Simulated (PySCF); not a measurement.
# PI₂⁺: relaxation and vibrations of the singlet

Aim: relax PI₂⁺ as a singlet from a linear start, check by its vibrations whether the end is a minimum, and collect its spectrum and constants.

The runs use PySCF 2.14.0; PBE0, basis P def2-TZVP, I def2-TZVP with ECP28, scalar-relativistic core potentials, no spin–orbit coupling, density fitting.

## Step 1: The starting structure

3 atoms, charge 1, spin multiplicity 1.

Bond lengths: P1–I2 2.391 Å, P1–I3 2.391 Å. Angles: I2–P1–I3 180.0°.

Z-matrix (Å, degrees; charge 1 multiplicity 1):
```
P
I  1 2.3912
I  1 2.3912 2 180.00
```

## Step 2: Linear start, singlet: relaxation

The steps below are one call of a driver around PySCF. For each, scf.py gives the equivalent set-up of the SCF; relaxations use the driver's own optimiser. Before each start the driver seeks the lowest SCF state from one or more starting densities and follows internal instabilities, so scf.py alone need not reach the same state.

The program finds D∞h symmetry in the start, which this walk keeps. The walk stops when the largest gradient is under 0.0003 Eh/bohr and the energy has settled too.

Input file scf.py:

```python
from pyscf import gto, scf, dft
mol = gto.M(atom='''
P      0.000000     0.000000     0.000000
I      0.000000     0.000000     2.391200
I      0.000000     0.000000    -2.391200''',
    basis={'P': 'def2-TZVP', 'I': 'def2-TZVP'},
    ecp={'I': 'def2-TZVP'},
    charge=1, spin=0)
mf = dft.RKS(mol, xc='PBE0')
mf.grids.atom_grid = (50, 194)
aux = {'P': 'def2-universal-JKFIT', 'I': 'def2-universal-JKFIT'}
mf = mf.density_fit(auxbasis=aux)
mf.kernel()
```

The optimiser's trace:

| step | energy (Eh) | change (kJ/mol) | largest symmetric gradient (Eh/bohr) |
| --- | --- | --- | --- |
| 0 | -936.318476 | 0.00 | 0.01207 |
| 1 | -936.319365 | -2.34 | 0.00178 |
| 2 | -936.319387 | -2.39 | 0.00014 |
| 3 | -936.319387 | -2.39 | 0.00000 |

The walk took 9.3 s on 4 threads, shared host.

Positions (Å) and forces (eV/Å) along the way:

```
step 0
P    0.000   0.000   0.000   0.000   0.000   0.000
I    0.000   0.000   2.391   0.000   0.000   0.621
I    0.000   0.000  -2.391   0.000   0.000  -0.621
step 1
P    0.000   0.000   0.000   0.000   0.000   0.000
I    0.000   0.000   2.426   0.000   0.000   0.091
I    0.000   0.000  -2.426   0.000   0.000  -0.091
step 2
P    0.000   0.000   0.000   0.000   0.000   0.001
I    0.000   0.000   2.432   0.000   0.000   0.007
I    0.000   0.000  -2.432   0.000   0.000  -0.008
step 3
P    0.000   0.000   0.000   0.000   0.000  -0.002
I    0.000   0.000   2.432   0.000   0.000   0.001
I    0.000   0.000  -2.432   0.000   0.000   0.001
```

After 3 steps and 2.4 kJ/mol it ends at D∞h: P–I 2.432 Å (×2); I–P–I 180.0°.

## Step 3: Frequencies

On the finer grid the gradient is checked again; gradients at displacements of ±0.01 bohr then give force constants and infrared intensities.

scf.py: that of step 2 with these lines changed.

```diff
@@ -4,2 +4,2 @@
-I      0.000000     0.000000     2.391200
-I      0.000000     0.000000    -2.391200''',
+I      0.000000    -0.000000     2.432258
+I      0.000000     0.000000    -2.432258''',
@@ -10 +10 @@
-mf.grids.atom_grid = (50, 194)
+mf.grids.atom_grid = (75, 302)
```

The driver hands on the density of the step before, so the log starts near convergence.

SCF at the final geometry:

```text
init E= -936.319380820973
  HOMO = -0.436758159865804  LUMO = -0.368884791203673  gap/eV = 1.84693
cycle= 1 E= -936.319380813039  delta_E= 7.93e-09  |g|= 0.00015  |ddm|= 0.000238
  HOMO = -0.436762578429517  LUMO = -0.368905399720787  gap/eV = 1.84649
cycle= 2 E= -936.31938071675  delta_E= 9.63e-08  |g|= 0.00052  |ddm|= 0.000835
  HOMO = -0.436759186973888  LUMO = -0.3688898629206  gap/eV = 1.84682
cycle= 3 E= -936.319380821615  delta_E= -1.05e-07  |g|= 1.37e-05  |ddm|= 0.000658
  HOMO = -0.436759115451753  LUMO = -0.36888948174674  gap/eV = 1.84683
cycle= 4 E= -936.319380821689  delta_E= -7.41e-11  |g|= 4.11e-07  |ddm|= 1.79e-05
  HOMO = -0.436759151485775  LUMO = -0.368889501689081  gap/eV = 1.84683
Extra cycle  E= -936.319380821689  delta_E=    0  |g|= 4.98e-07  |ddm|= 9.01e-07
converged SCF energy = -936.319380821689
```

The whole step took 17 s.

Geometry: D∞h; P–I 2.432 Å (×2); I–P–I 180.0°.

Harmonic modes (main isotopes):

```json
{"symmetry": "πu", "ω (cm⁻¹)": "305i", "IR (km/mol)": "4.7", "μ (u)": "33.75"}
{"symmetry": "σg+", "ω (cm⁻¹)": "173", "IR (km/mol)": "0.0", "μ (u)": "126.90"}
{"symmetry": "σu+", "ω (cm⁻¹)": "362", "IR (km/mol)": "393", "μ (u)": "33.75"}
```

2 modes are imaginary, the largest at 305i cm⁻¹: a saddle point, not a minimum.

Properties at this point:

```yaml
Dipole_moment_about_the_centre_of_mass: 0.00 D
Highest_occupied_level: -11.88 eV
Lowest_empty_level: -10.04 eV
Rotational_constants: 0.01123 cm⁻¹
Zero-point_energy_real_modes: 3.2 kJ/mol
Principal_polarisabilities: 50.7, 50.7, 215.9 bohr³
Principal_traceless_quadrupole_moments_about_the_centre_of_mass: -12.48, -12.48, 24.96 D Å
```

Populations by atom (charges in e):

| atom | Mulliken | Löwdin | polar tensor | Mayer order to P1 |
| --- | --- | --- | --- | --- |
| P1 | 0.46 | 0.21 | 1.39 | – |
| I2,3 | 0.27 | 0.39 | -0.20 | 1.63 |

Outer orbital energies (eV). occupied: -25.32, -21.61, -16.52, -14.43, -14.43, -13.36, -13.36, -11.88; empty: -10.04, -10.04, -5.56, -1.79.

Mulliken populations on P1: s 5.97, p 8.27, d 0.29, f 0.01.

## Step 4: Downhill along the imaginary mode

The atoms are moved a little along the softest imaginary mode and relaxed again.

The program finds C2v symmetry in the start, which this walk keeps.

scf.py: that of step 3 with these lines changed.

```diff
@@ -3,3 +3,3 @@
-P      0.000000     0.000000     0.000000
-I      0.000000    -0.000000     2.432258
-I      0.000000     0.000000    -2.432258''',
+P     -0.113587     0.038704     0.000000
+I      0.013862    -0.004723     2.432258
+I      0.013862    -0.004723    -2.432258''',
@@ -10 +10 @@
-mf.grids.atom_grid = (75, 302)
+mf.grids.atom_grid = (50, 194)
```

Energy and gradient, step by step:

```csv
step,energy (Eh),change (kJ/mol),largest symmetric gradient (Eh/bohr)
0,-936.322311,0.00,0.02035
1,-936.341851,-51.30,0.02945
2,-936.364610,-111.06,0.03658
3,-936.386783,-169.27,0.03228
4,-936.400595,-205.54,0.00809
5,-936.401613,-208.21,0.00626
6,-936.401789,-208.67,0.00110
7,-936.401794,-208.68,0.00010
8,-936.401794,-208.68,0.00001
```

The walk took 23 s.

End point (C2v, 8 steps, 208.7 kJ/mol gained): P–I 2.327 Å (×2); I–P–I 108.4°.

## Step 5: Is it a minimum? Harmonic modes

The same treatment as at the point before.

scf.py: that of step 4 with these lines changed.

```diff
@@ -3,3 +3,3 @@
-P     -0.113587     0.038704     0.000000
-I      0.013862    -0.004723     2.432258
-I      0.013862    -0.004723    -2.432258''',
+P     -1.147104     0.390870     0.000000
+I      0.139609    -0.047571     1.887369
+I      0.139609    -0.047571    -1.887369''',
@@ -10 +10 @@
-mf.grids.atom_grid = (50, 194)
+mf.grids.atom_grid = (75, 302)
```

SCF at the final geometry:

```text
init E= -936.401857021922
  HOMO = -0.484402514390983  LUMO = -0.362725865846422  gap/eV = 3.31099
cycle= 1 E= -936.40185702103  delta_E= 8.92e-10  |g|= 5.66e-05  |ddm|= 0.000121
  HOMO = -0.484401028439255  LUMO = -0.36272221882755  gap/eV = 3.31105
cycle= 2 E= -936.401857017098  delta_E= 3.93e-09  |g|= 0.000119  |ddm|= 0.000252
  HOMO = -0.484402051125945  LUMO = -0.362724904283865  gap/eV = 3.31100
cycle= 3 E= -936.40185702218  delta_E= -5.08e-09  |g|= 4.87e-06  |ddm|= 0.00017
  HOMO = -0.484402018562024  LUMO = -0.362724675702606  gap/eV = 3.31101
cycle= 4 E= -936.401857022185  delta_E= -5e-12  |g|= 6.63e-07  |ddm|= 5.5e-06
  HOMO = -0.484402087741069  LUMO = -0.362724777497482  gap/eV = 3.31101
Extra cycle  E= -936.401857022187  delta_E= -1.59e-12  |g|= 1.12e-06  |ddm|= 1.53e-06
converged SCF energy = -936.401857022187
```

The whole step took 27 s.

Geometry: C2v; P–I 2.326 Å (×2); I–P–I 108.5°.

Modes, for the most abundant isotopes:

```tsv
symmetry	ω (cm⁻¹)	IR (km/mol)	μ (u)
a1	107	0.2	95.55
a1	388	12.7	36.98
b2	436	109	35.13
```

No imaginary mode, so this is a minimum.

Properties at this point:

```
Dipole moment about the centre of mass                          : 0.80 D
Highest occupied level                                          : -13.18 eV
Lowest empty level                                              : -9.87 eV
Rotational constants                                            : 0.3305, 0.01865, 0.01765 cm⁻¹
Zero-point energy                                               : 5.6 kJ/mol
Principal polarisabilities                                      : 48.5, 66.4, 135.3 bohr³
Principal traceless quadrupole moments about the centre of mass : -9.77, -7.03, 16.80 D Å
Entropy at 298.15 K and 1 bar                                   : 316.9 J/(mol K)
Heat capacity Cp at 298.15 K                                    : 53.5 J/(mol K)
Enthalpy at 298.15 K above 0 K                                  : 13.38 kJ/mol
Rotational symmetry number                                      : 2
```

Charges (e) and bond orders:

```csv
atom,Mulliken,Löwdin,polar tensor,Mayer order to P1
P1,0.30,0.12,0.92,–
"I2,3",0.35,0.44,0.04,1.60
```

Outer orbital energies (eV). occupied: -25.60, -21.49, -16.56, -15.42, -15.04, -13.57, -13.19, -13.18; empty: -9.87, -7.29, -6.41, -2.04.

Mulliken populations on P1: s 5.89, p 8.53, d 0.26, f 0.02.

## Step 6: All stationary points

| spin | group | bonds | imaginary modes (cm⁻¹) | ΔE (kJ/mol) | with zero-point energy |
| --- | --- | --- | --- | --- | --- |
| singlet | C2v | P–I 2.326 Å (×2) | none | 0.0 | 0.0 |
| singlet | D∞h | P–I 2.432 Å (×2) | 305i, 305i | 216.5 | – |

## Step 7: Summary of results

```
                            quantity                           value
                             minimum                    singlet, C2v
                            geometry  P–I 2.326 Å (×2); I–P–I 108.5°
                  wavenumbers (cm⁻¹)    107 (a1), 388 (a1), 436 (b2)
      dipole moment (centre of mass)                          0.80 D
highest occupied, lowest empty level                -13.18, -9.87 eV
           polar-tensor charge of P1                         +0.92 e
                   zero-point energy                      5.6 kJ/mol
                 entropy at 298.15 K                 316.9 J/(mol K)
```

The linear start (D∞h) ends in a minimum of C2v symmetry, after a stop at a second-order saddle point 216.5 kJ/mol higher, from which it was pushed off along an imaginary mode. In the infrared the band at 436 cm⁻¹ (b2) leads. Only this shape and spin were tried, so other structures or states may lie lower. Spin–orbit coupling is left out.

The search up to here took 78 s on 4 threads, shared host.
